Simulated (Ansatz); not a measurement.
# A workflow on GeSiH4F2 (SMILES F[SiH](F)[GeH3]), part 2 of 2

Ansatz 0.2.0.

## 4. The F atom: a single-point energy at UMP2/def2-SVP (paw set gaussian, start density atoms) (run 41)

The input, job.yaml:

```yaml
crystal:
  periodic: [false, false, false]
  atoms:
    - {symbol: F, position_ang: [1.301800, -1.418600, 1.197400]}
basis:
  gaussian:
    orbitals: def2-SVP
magnetization:
  spin_polarized: true
  initial_magnetization: 1
correlation:
  method: mp2
  frozen_orbitals: {F: 1}
```

Run the same way, it converges to -99.42243 Eh (log not shown).

Runs 42 to 51 aren't shown in full; the table further down has their settings and results.

## 5. GeSiH3F2: a single-point energy at U-r2SCAN/def2-SVP (paw set gaussian, start density atoms) (run 52)

The input, run.yaml:

```yaml
crystal:
  periodic: [false, false, false]
  atoms:
    - {symbol: F, position_ang: [1.269794, -1.426187, 1.217849]}
    - {symbol: Si, position_ang: [1.171468, -0.127321, 0.255582]}
    - {symbol: F, position_ang: [2.116932, -0.439294, -1.023666]}
    - {symbol: Ge, position_ang: [-1.090977, 0.146112, -0.342787]}
    - {symbol: H, position_ang: [1.748280, 1.037488, 0.971015]}
    - {symbol: H, position_ang: [-1.746741, -1.071177, -1.011636]}
    - {symbol: H, position_ang: [-1.406756, 1.433678, -1.120757]}
basis:
  gaussian:
    orbitals: def2-SVP
magnetization:
  spin_polarized: true
  initial_magnetization: 1
hamiltonian:
  xc: {name: r2SCAN}
```

Launch:

```console
$ ansatz run run.yaml --threads 1 --pin off --max-ram 3480MiB --events-out events.jsonl --progress --plain --runs-dir runs
```

The program printed:

```text
Warning: RAYON_NUM_THREADS=1 ignored (pool sized by the plan → 1); use --threads N
Functional definition: r2SCAN
  name "r2SCAN"
  parameter k0 = 0.174
  parameter k1 = 0.065
  parameter a1 = 4.9479
  exchange = r2scan_x(k0 = k0, k1 = k1, a1 = a1)
  correlation = r2scan_c
1017 factors; their error is unknown
mean field evaluation 1: about -69861.0183 eV, gradient 2.9e1 eV
mean field evaluation 2: about -69855.1923 eV, gradient 5.2e1 eV
mean field evaluation 4: about -69863.5942 eV, gradient 1.3e0 eV
mean field evaluation 8: about -69863.6042 eV, gradient 3.9e-2 eV
mean field evaluation 16: about -69863.5232 eV, gradient 6.0e-5 eV
mean field -69863.52322029 eV, -2567.4371231489 hartree, gradient 6.0e-5 eV, S^2 0.754641; 0 other end points of the search recorded, 0 dependent functions left out
reference -69863.52323110 eV, -2567.4371235459 hartree; 34, 33 occupied and 59, 60 virtual orbitals, 1017 factors
Total energy: -69863.52323110 eV, -2567.4371235459 hartree
```

It took 11 s on 1 thread of Arm Neoverse V2, shared host; peak memory 0.19 GiB.

## 6. The series

| run | level | task | broken bond | partner | energy (Eh) | wall time |
| --- | --- | --- | --- | --- | --- | --- |
| 1 | r2SCAN/def2-SVP (paw set gaussian, start density atoms) | optimise | – | base | -2568.069846 | 45 s |
| 2 | U-r2SCAN/def2-SVP (paw set gaussian, start density atoms) | optimise | – | cation | -2567.709485 | 2.2 min |
| 3 | U-r2SCAN/def2-SVP (paw set gaussian, start density atoms) | optimise | – | anion | -2568.061250 | 5.8 min |
| 4 | U-r2SCAN/def2-SVP (paw set gaussian, start density atoms) | optimise | (4, 2) | fragment | -2078.476797 | 11 s |
| 5 | U-r2SCAN/def2-SVP (paw set gaussian, start density atoms) | optimise | (4, 2) | fragment | -489.474618 | 20 s |
| 6 | U-r2SCAN/def2-SVP (paw set gaussian, start density atoms) | optimise | (2, 1) | fragment | -2468.233014 | 64 s |
| 7 | U-r2SCAN/def2-SVP (paw set gaussian, start density atoms) | optimise | (6, 4) | fragment | -2567.437123 | 93 s |
| 8 | PBE/def2-SVP (paw set gaussian, start density atoms) | energy | – | base | -2567.519174 | 2.4 s |
| 9 | UPBE/def2-SVP (paw set gaussian, start density atoms) | energy | – | cation | -2567.164104 | 5.1 s |
| 10 | UPBE/def2-SVP (paw set gaussian, start density atoms) | energy | – | anion | -2567.510552 | 4.8 s |
| 11 | UPBE/def2-SVP (paw set gaussian, start density atoms) | energy | (4, 2) | fragment | -2078.156581 | 0.9 s |
| 12 | UPBE/def2-SVP (paw set gaussian, start density atoms) | energy | (4, 2) | fragment | -489.242840 | 1.1 s |
| 13 | UPBE/def2-SVP (paw set gaussian, start density atoms) | energy | (2, 1) | fragment | -2467.736577 | 3.3 s |
| 14 | UPBE/def2-SVP (paw set gaussian, start density atoms) | energy | (2, 1) | fragment | -99.539757 | 0.26 s |
| 15 | UPBE/def2-SVP (paw set gaussian, start density atoms) | energy | (6, 4) | fragment | -0.498629 | 0.06 s |
| 16 | UPBE/def2-SVP (paw set gaussian, start density atoms) | energy | (6, 4) | fragment | -2566.888165 | 3.9 s |
| 17 | B3LYP/def2-SVP (paw set gaussian, start density atoms) | energy | – | base | -2568.251432 | 3.6 s |
| 18 | UB3LYP/def2-SVP (paw set gaussian, start density atoms) | energy | – | cation | -2567.888703 | 6.6 s |
| 19 | UB3LYP/def2-SVP (paw set gaussian, start density atoms) | energy | – | anion | -2568.241414 | 6.6 s |
| 20 | UB3LYP/def2-SVP (paw set gaussian, start density atoms) | energy | (4, 2) | fragment | -2078.533173 | 1.1 s |
| 21 | UB3LYP/def2-SVP (paw set gaussian, start density atoms) | energy | (4, 2) | fragment | -489.600987 | 1.4 s |
| 22 | UB3LYP/def2-SVP (paw set gaussian, start density atoms) | energy | (2, 1) | fragment | -2468.373349 | 4.5 s |
| 23 | UB3LYP/def2-SVP (paw set gaussian, start density atoms) | energy | (2, 1) | fragment | -99.640474 | 0.14 s |
| 24 | UB3LYP/def2-SVP (paw set gaussian, start density atoms) | energy | (6, 4) | fragment | -0.501259 | 0.08 s |
| 25 | UB3LYP/def2-SVP (paw set gaussian, start density atoms) | energy | (6, 4) | fragment | -2567.613854 | 6.3 s |
| 26 | HF/def2-SVP (paw set gaussian, start density atoms) | energy | – | base | -2565.102567 | 1.4 s |
| 27 | UHF/def2-SVP (paw set gaussian, start density atoms) | energy | – | cation | -2564.762882 | 2.5 s |
| 28 | UHF/def2-SVP (paw set gaussian, start density atoms) | energy | – | anion | -2565.065298 | 2.5 s |
| 29 | UHF/def2-SVP (paw set gaussian, start density atoms) | energy | (4, 2) | fragment | -2076.803819 | 0.32 s |
| 30 | UHF/def2-SVP (paw set gaussian, start density atoms) | energy | (4, 2) | fragment | -488.206343 | 0.28 s |
| 31 | UHF/def2-SVP (paw set gaussian, start density atoms) | energy | (2, 1) | fragment | -2465.637339 | 1.6 s |
| 32 | UHF/def2-SVP (paw set gaussian, start density atoms) | energy | (2, 1) | fragment | -99.284051 | 0.04 s |
| 33 | UHF/def2-SVP (paw set gaussian, start density atoms) | energy | (6, 4) | fragment | -0.499278 | 0.04 s |
| 34 | UHF/def2-SVP (paw set gaussian, start density atoms) | energy | (6, 4) | fragment | -2564.496709 | 2.2 s |
| 35 | MP2/def2-SVP (paw set gaussian, start density atoms) | energy | – | base | -2565.803428 | 1.9 s |
| 36 | UMP2/def2-SVP (paw set gaussian, start density atoms) | energy | – | cation | -2565.445216 | 2.8 s |
| 37 | UMP2/def2-SVP (paw set gaussian, start density atoms) | energy | – | anion | -2565.773411 | 3 s |
| 38 | UMP2/def2-SVP (paw set gaussian, start density atoms) | energy | (4, 2) | fragment | -2077.029781 | 0.36 s |
| 39 | UMP2/def2-SVP (paw set gaussian, start density atoms) | energy | (4, 2) | fragment | -488.656015 | 0.32 s |
| 40 | UMP2/def2-SVP (paw set gaussian, start density atoms) | energy | (2, 1) | fragment | -2466.138431 | 1.8 s |
| 41 | UMP2/def2-SVP (paw set gaussian, start density atoms) | energy | (2, 1) | fragment | -99.422431 | 0.06 s |
| 42 | UHF/def2-SVP (paw set gaussian, start density atoms) | energy | (6, 4) | fragment | -0.499278 | 0.04 s |
| 43 | UMP2/def2-SVP (paw set gaussian, start density atoms) | energy | (6, 4) | fragment | -2565.174860 | 2.4 s |
| 44 | r2SCAN/def2-SVP (paw set gaussian, start density atoms) | energy | – | base | -2568.069846 | 5.7 s |
| 45 | U-r2SCAN/def2-SVP (paw set gaussian, start density atoms) | energy | – | cation | -2567.709485 | 14 s |
| 46 | U-r2SCAN/def2-SVP (paw set gaussian, start density atoms) | energy | – | anion | -2568.061249 | 12 s |
| 47 | U-r2SCAN/def2-SVP (paw set gaussian, start density atoms) | energy | (4, 2) | fragment | -2078.476797 | 2.3 s |
| 48 | U-r2SCAN/def2-SVP (paw set gaussian, start density atoms) | energy | (4, 2) | fragment | -489.474618 | 3.3 s |
| 49 | U-r2SCAN/def2-SVP (paw set gaussian, start density atoms) | energy | (2, 1) | fragment | -2468.233014 | 8.7 s |
| 50 | U-r2SCAN/def2-SVP (paw set gaussian, start density atoms) | energy | (2, 1) | fragment | -99.598774 | 0.44 s |
| 51 | U-r2SCAN/def2-SVP (paw set gaussian, start density atoms) | energy | (6, 4) | fragment | -0.499209 | 0.28 s |
| 52 | U-r2SCAN/def2-SVP (paw set gaussian, start density atoms) | energy | (6, 4) | fragment | -2567.437124 | 11 s |

## 7. Results

This closing draws on all 2 parts.

| quantity | value |
| --- | --- |
| GeSiH3F2, run 52: total energy | -2567.43712 Eh |
| GeSiH3F2, run 52: ⟨S²⟩ | 0.755 |
| adiabatic electron affinity (to the doublet anion, shapes relaxed at r2SCAN/def2-SVP, no zero-point term), HF/def2-SVP | -1.014 eV |
| dissociation energy of the Ge4–Si2 bond into doublet GeH3 and doublet SiHF2 (shapes relaxed at r2SCAN/def2-SVP, no zero-point term), PBE/def2-SVP | 3.259 eV |
| dissociation energy of the Si2–F1 bond into doublet GeSiH4F and doublet F (shapes relaxed at r2SCAN/def2-SVP, no zero-point term), MP2/def2-SVP | 6.601 eV |
| dissociation energy of the Si2–F1 bond into doublet GeSiH4F and doublet F (shapes relaxed at r2SCAN/def2-SVP, no zero-point term), r2SCAN/def2-SVP | 6.478 eV |
| dissociation energy of the Ge4–Si2 bond into doublet GeH3 and doublet SiHF2 (shapes relaxed at r2SCAN/def2-SVP, no zero-point term), r2SCAN/def2-SVP | 3.223 eV |
| adiabatic ionisation energy (to the doublet cation, shapes relaxed at r2SCAN/def2-SVP, no zero-point term), B3LYP/def2-SVP | 9.870 eV |
| adiabatic ionisation energy (to the doublet cation, shapes relaxed at r2SCAN/def2-SVP, no zero-point term), HF/def2-SVP | 9.243 eV |
| adiabatic ionisation energy (to the doublet cation, shapes relaxed at r2SCAN/def2-SVP, no zero-point term), MP2/def2-SVP | 9.747 eV |

In words: At HF/def2-SVP: the adiabatic electron affinity (to the doublet anion, shapes relaxed at r2SCAN/def2-SVP, no zero-point term) is −1.01 eV (−23 kcal/mol). A negative value puts this state of the anion above the relaxed parent: the electron is not bound at this level, and such a value depends on the basis. At PBE/def2-SVP: the dissociation energy of the Ge4–Si2 bond into doublet GeH3 and doublet SiHF2 (shapes relaxed at r2SCAN/def2-SVP, no zero-point term) is 3.26 eV (75 kcal/mol). At MP2/def2-SVP: the dissociation energy of the Si2–F1 bond into doublet GeSiH4F and doublet F (shapes relaxed at r2SCAN/def2-SVP, no zero-point term) is 6.60 eV (637 kJ/mol). At r2SCAN/def2-SVP: the dissociation energy of the Si2–F1 bond into doublet GeSiH4F and doublet F (shapes relaxed at r2SCAN/def2-SVP, no zero-point term) is 6.48 eV (625 kJ/mol). At r2SCAN/def2-SVP: the dissociation energy of the Ge4–Si2 bond into doublet GeH3 and doublet SiHF2 (shapes relaxed at r2SCAN/def2-SVP, no zero-point term) is 3.22 eV (311 kJ/mol). Totals of different functionals can't be ranked against each other. All runs together took 14 min, the longest 5.8 min.
